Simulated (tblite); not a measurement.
# C6H18BNSi: the cost of one run

Programs: tblite 0.8.0 and PySCF 2.14.0, with density-fitted response routines of our own. Each step states its level of theory. These are calculated values for one molecule in the gas phase, unless marked as measured. Atoms count from 0, in the outputs and in this text.

### 1 Starting geometry

27 atoms, charge 0, multiplicity 1; geometry from: force field or distance geometry start.

Bonds of the start (Å): C0–C1 1.54, C1–C2 1.51, C2–C3 1.53, C3–N4 1.44, N4–Si5 1.77, N4–B6 1.50, B6–C7 1.59, B6–C8 1.59, C0–H9 1.09, C0–H10 1.13, C0–H11 1.10, C1–H12 1.09, C1–H13 1.11, C2–H14 1.11, C2–H15 1.11, C3–H16 1.10, C3–H17 1.10, Si5–H18 1.46, Si5–H19 1.48, Si5–H20 1.49, C7–H21 1.10, C7–H22 1.13, C7–H23 1.12, C8–H24 1.12, C8–H25 1.10, C8–H26 1.11.

### 2 Relaxing the molecule with GFN2-xTB

Job settings and geometry (Å):

```
{"job": {"kind": "relax", "xc": "GFN2-xTB", "basis": "xTB"}, "charge": 0, "multiplicity": 1}
C      3.289600    -1.013700    -0.066000
C      2.107600    -0.273300    -0.725200
C      1.549400     0.602800     0.376900
C      0.358400     1.402800    -0.163600
N     -0.705900     0.549300    -0.618700
Si    -2.122500     1.396600    -1.260800
B     -1.147300    -0.490500     0.374300
C     -1.652800    -0.039400     1.812600
C     -1.746700    -1.841200    -0.207500
H      4.086700    -0.297300     0.138600
H      2.910200    -1.399700     0.926400
H      3.562100    -1.878700    -0.685400
H      1.308900    -0.954100    -1.032800
H      2.453300     0.320200    -1.599800
H      1.249200    -0.024900     1.242600
H      2.335900     1.334600     0.669000
H      0.052800     2.096200     0.640200
H      0.736900     2.000800    -1.000700
H     -3.250600     0.463400    -1.259500
H     -1.827200     1.912000    -2.613700
H     -2.413100     2.545800    -0.352500
H     -1.103900     0.833600     2.193500
H     -1.521600    -0.902100     2.531400
H     -2.760800     0.100600     1.731600
H     -2.261700    -2.433100     0.596000
H     -0.973200    -2.439700    -0.704700
H     -2.533700    -1.544600    -0.930000
```

Started as:

```bash
$ OMP_NUM_THREADS=1 python probes_run.py task.json out
```

The driver reads the jobs from task.json and runs them one after another.

Q: Estimate the wall time of this first job on 1 thread of Arm Neoverse V2, shared host.

About 2.1 s.
